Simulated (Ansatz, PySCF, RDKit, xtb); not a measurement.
**BSi3H9: which of the isomers drawn lies lowest?**

A sample of isomers of BSi3H9 is drawn. Aim: find which of them has the lowest free energy at 298.15 K, then its properties. The sample is small against all isomers, and the most stable one of this formula need not be in it.

The funnel: GFN2-xTB relaxations, single points with a density functional, relaxations at PBE0-D4/def2-SVP, harmonic vibrations (at GFN2-xTB), and a last energy at a higher level. All values are calculated.

3 further runs of the same task are left out: 3 set aside as unsound or not needed.

### Step 1. Possible bonding patterns

Isomers were drawn by moving bonds and hydrogen atoms under normal valences; this is a sample, not all of them. O–O, O–halogen and N–halogen bonds and N–N–N chains are not drawn. That gives 4 candidates.

```tsv
label	SMILES	spin
c033	B[SiH2][SiH2][SiH3]	singlet
c404	B[SiH]([SiH3])[SiH3]	singlet
c732	[SiH3]B[SiH2][SiH3]	singlet
c846	[SiH3]B([SiH3])[SiH3]	singlet
```

Candidates are built by distance geometry, with a force field where one applies, in up to four conformers (letters a to d).

Q: Predict the outcome of this search (final energies at CCSD(T)/def2-SVP + MP2/def2-TZVPP - MP2/def2-SVP).

| quantity | value |
| --- | --- |
| lowest structure found | B[SiH]([SiH3])[SiH3], singlet |
| next finalist | B[SiH2][SiH2][SiH3], singlet, 1.6 kcal/mol higher in G |
| share at equilibrium, among the finalists | 89.4 % |
| dipole moment (PBE0/def2-TZVPD) | 0.16 D |
| HOMO energy (PBE0/def2-TZVPD) | -8.00 eV |
| LUMO energy (PBE0/def2-TZVPD) | -2.54 eV |
| HOMO–LUMO gap (PBE0/def2-TZVPD) | 5.46 eV |
| lowest excitation (TD-PBE0/def2-SVPD) | 4.04 eV (f = 0.018) |
| strongest of the states computed, same level | 4.62 eV (f = 0.096) |
| lowest triplet excitation, same level, Tamm-Dancoff | 3.23 eV |
| vertical ionisation energy | 9.74 eV |
| vertical electron affinity | 1.02 eV |
| vertical triplet less singlet | +3.19 eV |

The lowest structure found is `B[SiH]([SiH3])[SiH3]`. The margin, 1.6 kcal/mol, is modest. HF/STO-3G, r2SCAN-D4/def2-SVP, PBE0-D4/def2-SVP, HF/def2-SVP and MP2/def2-SVP already put its bonding pattern lowest among the structures in one piece; GFN2-xTB favours the singlet B[SiH2][SiH2][SiH3]. Lowest found is not proven lowest: the search is finite, and each finalist counts with one conformer. Only 4 drawn patterns were tried, so whole families of isomers are missing, and the result ranks this sample alone. The lowest isomer need not be the one that is made and kept in a bottle, which depends on barriers.
